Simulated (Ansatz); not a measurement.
# CH4ClInSe: small, medium and large basis sets

One table from this session's results is given with a row withheld; the runs are named, their logs left out.

Program: Ansatz 0.2.0, Gaussian basis. Level of theory: one geometry, several basis sets. These are calculated values, not measurements.

Levels to be run: PBE0-D4/def2-SVP; ωB97M-V/def2-SVP; PBE0-D4/def2-QZVPP; ωB97M-V/def2-QZVPP; the functionals' def2-TZVPP values are taken from earlier runs.

## Structure used throughout

The geometry comes from an earlier relaxation with PBE0-D4 in a triple-zeta def2 set; it is a stationary point, not always the lowest conformer. In takes the def2 core potential; no spin-orbit term is included.

SMILES `[CH3][In]([Cl])[SeH]`, 8 atoms, charge 0, spin multiplicity 1.

Atoms are counted from 1 here; the program's logs count them from 0.

Bond lengths: C1–In2 2.132 Å, C1–H5 1.089 Å, C1–H6 1.090 Å, C1–H7 1.090 Å, In2–Cl3 2.345 Å, In2–Se4 2.493 Å, Se4–H8 1.469 Å. Angles: In2–C1–H5 110.7°, In2–C1–H6 108.7°, In2–C1–H7 108.7°, H5–C1–H6 109.8°, H5–C1–H7 110.1°, H6–C1–H7 108.9°, C1–In2–Cl3 118.0°, C1–In2–Se4 130.6°, Cl3–In2–Se4 111.4°, In2–Se4–H8 90.5°.

Set-up of the first run:

in.yaml

```yaml
crystal:
  periodic: [false, false, false]
  atoms:
    - {symbol: C, position_ang: [-0.149194, 1.463677, -0.671236]}
    - {symbol: In, position_ang: [0.152904, -0.430326, 0.259217]}
    - {symbol: Cl, position_ang: [2.085109, -0.724522, 1.554920]}
    - {symbol: Se, position_ang: [-1.242897, -2.496283, 0.228129]}
    - {symbol: H, position_ang: [-1.004046, 1.428839, -1.344440]}
    - {symbol: H, position_ang: [-0.320949, 2.210208, 0.104673]}
    - {symbol: H, position_ang: [0.751719, 1.729265, -1.224066]}
    - {symbol: H, position_ang: [-0.272637, -3.180848, 1.092803]}
basis:
  gaussian: {orbitals: def2-SVP}
hamiltonian: {xc: pbe0, dispersion: d4}
output: {orbitals: {seedname: orbitals}}
```

Command:

```console
> ansatz run in.yaml --threads 4 --pin off --events-out ev --progress --plain --max-ram 10444MiB
```

Steps of the session up to this table: PBE0-D4 in def2-SVP; ωB97M-V in def2-SVP; PBE0-D4 in def2-QZVPP; ωB97M-V in def2-QZVPP.

One table of the session follows, with a row left open; its other results are not shown here.

| functional | basis | HOMO (eV) | LUMO (eV) |
| --- | --- | --- | --- |
| PBE0-D4 | def2-SVP | -7.20 | -1.17 |
| PBE0-D4 | def2-TZVPP | -7.32 | -1.34 |
| PBE0-D4 | def2-QZVPP | -7.34 | -1.42 |
| ωB97M-V | def2-SVP | -9.31 | 0.44 |
| ωB97M-V | def2-TZVPP | ? | ? |
| ωB97M-V | def2-QZVPP | -9.48 | 0.16 |

**Question.** Estimate the row for ωB97M-V, def2-TZVPP.

As computed: HOMO (eV): -9.46; LUMO (eV): 0.22. In the column «HOMO (eV)» it lies between ωB97M-V, def2-QZVPP (-9.48) and ωB97M-V, def2-SVP (-9.31).
